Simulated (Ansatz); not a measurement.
As2S:

```
CELL_PARAMETERS angstrom
-3.50648 3.50648 2.48592
3.50648 -3.50648 2.48592
3.50648 3.50648 -2.48592
ATOMIC_POSITIONS crystal
As 0.87500 0.12500 0.25000
As 0.87500 0.62500 0.75000
As 0.37500 0.12500 0.25000
As 0.87500 0.12500 0.75000
S 0.25000 0.75000 0.50000
S 0.50000 0.50000 0.00000
```

The cell comes from a database or a generator and needn't be the stable form of this composition.

```yaml
Program: Ansatz 0.2.0
Task: single point
Functional: PBE
Potentials_or_basis: Ansatz PAW
Cutoff: "420 eV (not typed: the program's choice for these potentials)"
k_mesh: 7 × 7 × 7
Occupations: fermi-dirac, width 0.05 eV
Spin: no spin polarisation
```

On this cell: pressure 0.4 GPa; largest force under 0.003 eV/Å; band gap on the k mesh none (metal or under the smearing width).

The same run follows on a disturbed copy (atoms moved at random, drawn with an rms of 0.05 Å):

```xyz
6
Lattice="-3.5065 3.5065 2.4859 3.5065 -3.5065 2.4859 3.5065 3.5065 -2.4859" Properties=species:S:1:pos:R:3 pbc="T T T"
As   -1.7553    3.4774    1.8621
As    1.7368    3.5258    1.8729
As   -0.0311    1.7395    0.6384
As    0.0081    5.2594    0.6484
S     3.5194   -0.0007    1.2544
S    -0.0028    0.0004    2.4266
```

Problem. What changes?

Solution. The energy (extrapolated to zero smearing) moves by +2.6 meV/atom; pressure 0.5 GPa; largest force 0.366 eV/Å; band gap on the k mesh none (metal or under the smearing width).

Forces in eV/Å, atoms in the order of the input:
```
As   0.091  0.055  0.055
As  -0.061 -0.019  0.076
As   0.050 -0.009 -0.089
As  -0.002  0.005 -0.084
S   -0.080 -0.011 -0.323
S    0.003 -0.021  0.366
```

Stress tensor (GPa, compression positive):
```
-0.23  0.00 -0.15
 0.00  0.78 -0.02
-0.15 -0.02  1.06
```
